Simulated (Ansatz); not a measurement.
# B2O3: the cost of one run

Method: DFT PBE, scalar-relativistic, plane waves, PAW, in Ansatz 0.2.0.

### Step 1. The system as given

The cell holds 15 atoms (B6O9): a = 5.851 Å, b = 5.719 Å, c = 5.562 Å, α = 89.52°, β = 88.07°, γ = 89.83°.

It is the last frame of an earlier stage of the same melt, run at 3400 K.

As a file:

```
B O
1.0
     5.84984    0.00856    0.09581
     0.00856    5.71940    0.02364
     0.09581    0.02364    5.56095
B O
6 9
Direct
  0.45636 0.31120 0.40355
  0.16027 0.68624 0.46120
  0.87243 0.84678 0.51159
  0.68431 0.13291 0.69657
  0.88696 0.27994 0.99926
  0.57198 0.14059 0.13139
  0.36835 0.17881 0.25187
  0.80847 0.16206 0.18975
  0.60564 0.32931 0.58789
  0.94941 0.61238 0.45181
  0.09108 0.94844 0.54887
  0.96961 0.41091 0.87521
  0.35479 0.52085 0.38063
  0.55051 0.16564 0.90992
  0.66826 0.87469 0.56893
```

### Step 2. The last frame at 3400 K on a finer mesh

The electrons keep the Fermi-Dirac width of that temperature.

Input file input.yaml:

```yaml
crystal:
  lattice:
    - [5.849844, 0.008559, 0.095808]
    - [0.008559, 5.719401, 0.023637]
    - [0.095808, 0.023637, 5.560953]
  atoms:
    - { symbol: B, position: [0.4563592303, 0.3111990278, 0.4035520823] }
    - { symbol: B, position: [0.1602681659, 0.6862351211, 0.4611954713] }
    - { symbol: B, position: [0.8724307362, 0.8467800217, 0.511588781] }
    - { symbol: B, position: [0.684306368, 0.1329078206, 0.6965687258] }
    - { symbol: B, position: [0.8869561904, 0.2799420269, 0.9992602381] }
    - { symbol: B, position: [0.5719783349, 0.14059173, 0.1313935036] }
    - { symbol: O, position: [0.3683502915, 0.1788070567, 0.2518694949] }
    - { symbol: O, position: [0.8084714984, 0.1620625685, 0.1897538377] }
    - { symbol: O, position: [0.6056372725, 0.3293089054, 0.5878892249] }
    - { symbol: O, position: [0.9494079426, 0.612384531, 0.4518131985] }
    - { symbol: O, position: [0.0910777317, 0.9484423807, 0.5488710667] }
    - { symbol: O, position: [0.969614075, 0.4109079636, 0.87521081] }
    - { symbol: O, position: [0.3547889402, 0.5208518168, 0.3806262263] }
    - { symbol: O, position: [0.5505060677, 0.1656449508, 0.9099194526] }
    - { symbol: O, position: [0.6682572067, 0.8746883998, 0.5689294426] }
basis:
  ecutwfc: 420
kpoints:
  mp_grid: { grid: [3, 4, 4] }
hamiltonian:
  xc: pbe
scf:
  occupations: { method: fermi_dirac, width: 0.293 }
output:
  forces: true
  stress: true
  eigenvalues: true
  populations: true
  write_density: true
  write_potential: true
  elf: true
  volumetric_format: npy
```

Launch:

```console
$ ansatz run input.yaml --threads 2 --pin off --max-ram 5120MiB --backend cpu --events-out ev --progress --plain --runs-dir out
```

**Question.** How long does this run take on 2 threads of Arm Neoverse V1, shared host, and how much memory does it need?

About 24 s, with a peak of 0.51 GiB.
